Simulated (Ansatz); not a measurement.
# C₃H₉F₂O₃Ta: small, medium and large basis sets

An exercise on one series of results from a longer session: the logs are not shown, and one member is left open.

The runs use Ansatz 0.2.0, Gaussian basis; one geometry, several basis sets.

Plan: PBE0-D4/def2-SVP; ωB97M-V/def2-SVP; PBE0-D4/def2-QZVPP; ωB97M-V/def2-QZVPP; the functionals' def2-TZVPP values are taken from earlier runs.

### The relaxed structure

The geometry comes from an earlier relaxation with PBE0-D4 in a triple-zeta def2 set; it is a stationary point, not always the lowest conformer. Ta takes the def2 core potential; no spin-orbit term is included.

SMILES `C[O][Ta]([F])([F])([O]C)[O]C`, 18 atoms, charge 0, spin multiplicity 1.

Atoms are counted from 1 here; the program's logs count them from 0.

Bond lengths: C1–O2 1.390 Å, C1–H10 1.094 Å, C1–H11 1.094 Å, C1–H12 1.095 Å, O2–Ta3 1.887 Å, Ta3–F4 1.898 Å, Ta3–F5 1.909 Å, Ta3–O6 1.875 Å, Ta3–O8 1.884 Å, O6–C7 1.401 Å, C7–H13 1.093 Å, C7–H14 1.094 Å, C7–H15 1.093 Å, O8–C9 1.405 Å, C9–H16 1.093 Å, C9–H17 1.093 Å, C9–H18 1.094 Å. Angles: O2–C1–H10 110.3°, O2–C1–H11 110.1°, O2–C1–H12 110.2°, H10–C1–H11 108.5°, H10–C1–H12 108.8°, H11–C1–H12 108.9°, C1–O2–Ta3 153.5°, O2–Ta3–F4 86.9°, O2–Ta3–F5 171.1°, O2–Ta3–O6 94.7°, O2–Ta3–O8 93.3°, F4–Ta3–F5 84.9°, F4–Ta3–O6 121.1°, F4–Ta3–O8 124.5°, F5–Ta3–O6 92.5°, F5–Ta3–O8 88.6°, O6–Ta3–O8 114.2°, Ta3–O6–C7 140.5° and more.

The first run:

in.yaml reads:

```yaml
crystal:
  periodic: [false, false, false]
  atoms:
    - {symbol: C, position_ang: [1.642773, -1.638858, -1.507442]}
    - {symbol: O, position_ang: [0.835655, -0.766582, -0.786584]}
    - {symbol: Ta, position_ang: [-0.828963, -0.110042, -0.188880]}
    - {symbol: F, position_ang: [-1.623084, -1.219815, -1.507842]}
    - {symbol: F, position_ang: [-2.627024, 0.306305, 0.297467]}
    - {symbol: O, position_ang: [-0.424202, 1.684548, -0.550844]}
    - {symbol: C, position_ang: [0.633091, 2.483452, -1.006377]}
    - {symbol: O, position_ang: [-0.515263, -0.629245, 1.594297]}
    - {symbol: C, position_ang: [-1.227053, -0.639746, 2.805673]}
    - {symbol: H, position_ang: [2.385129, -1.079229, -2.084448]}
    - {symbol: H, position_ang: [2.169325, -2.313554, -0.825474]}
    - {symbol: H, position_ang: [1.034541, -2.233745, -2.196958]}
    - {symbol: H, position_ang: [0.906826, 3.203278, -0.230807]}
    - {symbol: H, position_ang: [1.506224, 1.870073, -1.249920]}
    - {symbol: H, position_ang: [0.317940, 3.030461, -1.898404]}
    - {symbol: H, position_ang: [-1.221988, -1.651699, 3.218537]}
    - {symbol: H, position_ang: [-0.740888, 0.032375, 3.517715]}
    - {symbol: H, position_ang: [-2.260540, -0.316678, 2.652094]}
basis:
  gaussian: {orbitals: def2-SVP}
hamiltonian: {xc: pbe0, dispersion: d4}
output: {orbitals: {seedname: orbitals}}
```

On the command line:

```sh
> ansatz run in.yaml --threads 4 --pin off --events-out ev --progress --plain --max-ram 66560MiB --backend cpu
```

Steps of the session up to this table: PBE0-D4 in def2-SVP; ωB97M-V in def2-SVP; PBE0-D4 in def2-QZVPP; ωB97M-V in def2-QZVPP.

One table of the session follows, with a row left open; its other results are not shown here.

It belongs to the step «Functionals by basis». 

| functional | basis | HOMO (eV) |
| --- | --- | --- |
| PBE0-D4 | def2-SVP | -8.33 |
| PBE0-D4 | def2-TZVPP | -8.40 |
| PBE0-D4 | def2-QZVPP | ? |
| ωB97M-V | def2-SVP | -10.69 |
| ωB97M-V | def2-TZVPP | -10.76 |
| ωB97M-V | def2-QZVPP | -10.78 |

Q: Estimate the row for PBE0-D4, def2-QZVPP from the others.

**Answer.** HOMO (eV): -8.42. In the column «HOMO (eV)» it lies between ωB97M-V, def2-SVP (-10.69) and PBE0-D4, def2-TZVPP (-8.40).
